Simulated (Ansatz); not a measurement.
Cs-Rb mixtures, a scan of ordered alloys across composition

Program: Ansatz 0.2.0, Python API.

The cells in order, each with its output:

**Cell 1**
```python
from collections import Counter
import csv
import warnings

import ansatz as az
import numpy as np
```

**Cell 2**
```python
def bcc(a_site, a):
    return (
        az.Lattice.bcc(a)
        .space_group(229)
        .atom(a_site, [0, 0, 0])
        .primitive()
    )
```

**Cell 3**
```python
A_FIRST, A_LAST = 6.07, 5.6
```

**Cell 4**
```python
def compute(name, crystal):
    calc = (
        crystal.calculation()
        .functional(az.Functional.R2SCAN)
        .basis(620)
        .kpoints(spacing=0.15)
        .occupations('cold', width=0.1)
        .band_table()
    )
    calc = calc.relax(force_tolerance=0.01, max_steps=40, fix_cell=['shape'])
    return calc.run()
```

**Cell 5**
```python
def volume_per_atom(outcome):
    return abs(np.linalg.det(outcome.lattice.cell_ang)) / len(outcome.lattice.sites)


def counts(outcome):
    return Counter(site.symbol for site in outcome.lattice.sites)
```

**Cell 6**
```python
warnings.simplefilter('ignore', az.DeckWarning)
```

**Cell 7**
```python
# swap the mixed sites of the conventional cell one by one
phases = {}
for k in range(2 + 1):
    a = A_FIRST + (A_LAST - A_FIRST) * k / 2
    cell = bcc('Cs', a).conventional().resolved()
    sites = [site.position for site in cell.sites if site.symbol == 'Cs']
    for position in sites[:k]:
        cell = cell.substitution('Rb', at=position, replaces='Cs')
    phases[f'Cs{2 - k}Rb{k}'] = cell.resolved()

done = {}
for name, crystal in phases.items():
    done[name] = compute(name, crystal)
    print(f'{name}: {done[name].report["energy_sigma0_ev"]:.4f} eV, {len(done[name].lattice.sites)} atoms')
```
Output:
```text
Cs2Rb0: -11371.8432 eV, 2 atoms
Cs1Rb1: -8963.9274 eV, 2 atoms
Cs0Rb2: -6555.9950 eV, 2 atoms
```

**Cell 8**
```python
# x is the share of the second element on the mixed sites; both end members stand on this same lattice
x = {name: counts(o)['Rb'] / (counts(o)['Cs'] + counts(o)['Rb']) for name, o in done.items()}
first, last = min(x, key=x.get), max(x, key=x.get)
energy = {name: o.report['energy_sigma0_ev'] / len(o.lattice.sites) for name, o in done.items()}
volume = {name: volume_per_atom(o) for name, o in done.items()}
rows = []
for name in sorted(done, key=x.get):
    line = lambda table: (1 - x[name]) * table[first] + x[name] * table[last]
    rows.append((name, x[name], 1000 * (energy[name] - line(energy)), volume[name], 100 * (volume[name] / line(volume) - 1)))
with open('alloy.csv', 'w', newline='') as handle:
    writer = csv.writer(handle)
    writer.writerow(['cell', 'x(Rb)', 'E_mix (meV/atom)', 'V (A^3/atom)', 'excess V (%)'])
    writer.writerows([round(v, 4) if isinstance(v, float) else v for v in row] for row in rows)
print(open('alloy.csv').read())
```
Output:
```text
cell,x(Rb),E_mix (meV/atom),V (A^3/atom),excess V (%)
Cs2Rb0,0.0,0.0,123.4316,0.0
Cs1Rb1,0.5,-4.131,107.2174,-1.4751
Cs0Rb2,1.0,0.0,94.2138,0.0
```

Mixing energies: -4 meV an atom at x(Rb) = 0.50 (volume -1.5 % off the straight line). Values this small can change sign on a finer mesh.

What to keep in mind:
- Total energies depend on the potentials; only differences at equal settings carry meaning.
- Atoms and volume are relaxed with the cell's shape held, which in cells of lower than cubic symmetry can hide stresses and shift volumes.
- These are small ordered cells, with both end members on the same lattice, which need not be their own; they aren't random solutions. Differences under 10 to 15 meV an atom lie within the error of mesh and functional.
- The cells are prototypes set up for this calculation and needn't exist.
- The whole script took 3.8 min on 1 thread of Arm Neoverse V1, with other jobs on the host, peak memory 1.2 GiB.
